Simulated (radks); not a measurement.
# Gd³⁺ in [Kr] 4d10 4f7 5p6 6s2: an all-electron calculation

Wanted: eigenvalues, radial structure and energy terms of the gadolinium ion Gd3+.

Program: radks (a radial shooting solver on a logarithmic mesh, Libxc functionals) version 1. Level of theory: scalar-relativistic Kohn-Sham, LDA (Slater exchange, Perdew-Wang correlation), spin-polarised, spherical densities, finite nucleus; open shells are filled with parallel spins first. These are calculated values, not measurements, unless marked.

## (1) Starting point

* element: gadolinium (Z = 64)
* charge: +3
* electrons: 61
* configuration: [Kr] 4d10 4f7 5p6 6s2
* nuclear rms radius: 5.1569 fm

Outer shells as boxes (Hund's rule):

Gd³⁺
```
[Kr] core
4d [↑↓][↑↓][↑↓][↑↓][↑↓]
4f [↑ ][↑ ][↑ ][↑ ][↑ ][↑ ][↑ ]
5p [↑↓][↑↓][↑↓]
6s [↑↓]
```

## (2) The calculation

The run's settings:

```text
Z 64
configuration [Kr] 4d10 4f7 5p6 6s2
relativity scalar-relativistic
functional lda,pw
spin polarised
nucleus finite rms 5.1569 fm
c 137.035999084
```

Command:

```bash
$ python run_ks.py task.json out
```

The same process makes all the runs of this session.

Q: Predict the outcome of this run.

The runs gave:

```
                        quantity                     value
                    total energy       -11257.5264 hartree
exchange-correlation share of it                    2.13 %
                            −T/E                    1.0734
          highest occupied level       6s down, -26.840 eV
    most extended occupied level  6s down, <r> = 2.91 bohr
 radius at density 0.001 e/bohr³                 4.30 bohr
    maxima of the radial density                         4
```

6 principal shells are occupied and 4 maxima appear in the radial density; where shells overlap, one shows as a shoulder or not at all. −T/E is 1.073: with relativity the kinetic term as defined here no longer equals −E. This is not the tabulated ground configuration, so its levels and sizes aren't those of the ground state, and no measured value stands beside it.
